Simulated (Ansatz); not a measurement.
# F₂H₂Se₂Sn: small, medium and large basis sets

An exercise on one series of results from a longer session: the logs are not shown, and one member is left open.

Program: Ansatz 0.2.0, Gaussian basis. Level of theory: one geometry, several basis sets. These are calculated values, not measurements.

Levels to be run: PBE0-D4/def2-SVP; ωB97M-V/def2-SVP; PBE0-D4/def2-QZVPP; ωB97M-V/def2-QZVPP; the functionals' def2-TZVPP values are taken from earlier runs.

## The relaxed structure

The geometry comes from an earlier relaxation with PBE0-D4 in a triple-zeta def2 set; it is a stationary point, not always the lowest conformer. Sn takes the def2 core potential; no spin-orbit term is included.

SMILES `[F][Sn]([F])([SeH])[SeH]`, 7 atoms, charge 0, spin multiplicity 1.

Atoms are counted from 1 here; the program's logs count them from 0.

Bond lengths: F1–Sn2 1.906 Å, Sn2–F3 1.909 Å, Sn2–Se4 2.491 Å, Sn2–Se5 2.494 Å, Se4–H6 1.471 Å, Se5–H7 1.471 Å. Angles: F1–Sn2–F3 102.0°, F1–Sn2–Se4 104.3°, F1–Sn2–Se5 112.6°, F3–Sn2–Se4 113.0°, F3–Sn2–Se5 105.2°, Se4–Sn2–Se5 118.7°, Sn2–Se4–H6 89.9°, Sn2–Se5–H7 88.6°.

As a file:

```xyz
7

F     0.37671   -2.33237    0.21714
Sn    0.10522   -0.44644    0.17374
F     1.64083    0.19568    1.10767
Se   -2.01429   -0.09994    1.43495
Se    0.29828    0.49781   -2.12619
H    -2.05078    1.30006    0.98520
H     1.70534    0.81721   -1.83820
```

The first run:

in.yaml

```yaml
crystal:
  periodic: [false, false, false]
  atoms:
    - {symbol: F, position_ang: [0.376706, -2.332372, 0.217137]}
    - {symbol: Sn, position_ang: [0.105218, -0.446438, 0.173739]}
    - {symbol: F, position_ang: [1.640828, 0.195676, 1.107672]}
    - {symbol: Se, position_ang: [-2.014294, -0.099940, 1.434948]}
    - {symbol: Se, position_ang: [0.298279, 0.497807, -2.126190]}
    - {symbol: H, position_ang: [-2.050780, 1.300060, 0.985195]}
    - {symbol: H, position_ang: [1.705343, 0.817206, -1.838199]}
basis:
  gaussian: {orbitals: def2-SVP}
hamiltonian: {xc: pbe0, dispersion: d4}
output: {orbitals: {seedname: orbitals}}
```

Command:

```console
> ansatz run in.yaml --threads 4 --pin off --events-out ev --progress --plain --max-ram 11315MiB
```

Among the steps run: PBE0-D4 in def2-SVP; ωB97M-V in def2-SVP; PBE0-D4 in def2-QZVPP; ωB97M-V in def2-QZVPP.

One table of the session follows, with a row left open; its other results are not shown here.

It belongs to the step «Density functionals: the series». 

| functional | basis | HOMO (eV) | LUMO (eV) |
| --- | --- | --- | --- |
| PBE0-D4 | def2-SVP | -7.89 | -2.50 |
| PBE0-D4 | def2-TZVPP | -8.00 | -2.64 |
| PBE0-D4 | def2-QZVPP | -8.01 | -2.66 |
| ωB97M-V | def2-SVP | -10.04 | -0.50 |
| ωB97M-V | def2-TZVPP | -10.16 | -0.72 |
| ωB97M-V | def2-QZVPP | ? | ? |

Estimate the missing values for ωB97M-V, def2-QZVPP.

The run gave: HOMO (eV): -10.17; LUMO (eV): -0.79. In the column «HOMO (eV)» it is the lowest.
